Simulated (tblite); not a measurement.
# F3H3NO2Si2: the cost of one run

Programs: tblite 0.8.0 and PySCF 2.14.0. All values are calculated, for the isolated system unless a continuum is named. Atoms count from 0, parts from 1.

### Step 1. The system as given

11 atoms, charge 0, multiplicity 2; geometry: distance geometry start.

### Step 2. Relaxing the cluster with GFN2-xTB

Job settings and geometry (Å):

```
{"job": {"kind": "relax", "xc": "GFN2-xTB", "basis": "xTB"}, "charge": 0, "multiplicity": 2}
Si     1.190270    -0.153228    -0.720456
N      1.008306    -1.886100    -1.246069
O     -0.361689     0.699610    -0.938368
Si    -0.536584     2.355597    -1.516002
F     -0.806228     3.386957    -0.216024
F     -1.831497     2.454411    -2.576924
F      0.866483     2.853340    -2.315996
O      1.685140    -0.095057     0.973751
H      2.179991     0.490022    -1.531863
H      0.581468    -2.492994    -0.558884
H      0.718272    -2.028877    -2.228265
```

Method: GFN2-xTB geometry optimisation, gas phase.

Command:

```sh
$ OMP_NUM_THREADS=1 python cluster_run.py task.json out
```

This one command runs all jobs of the session in turn.

**Question.** How long does this first job take on 1 thread of Intel Xeon Platinum 8375C at 2.90GHz, shared host?

About 3.8 s.
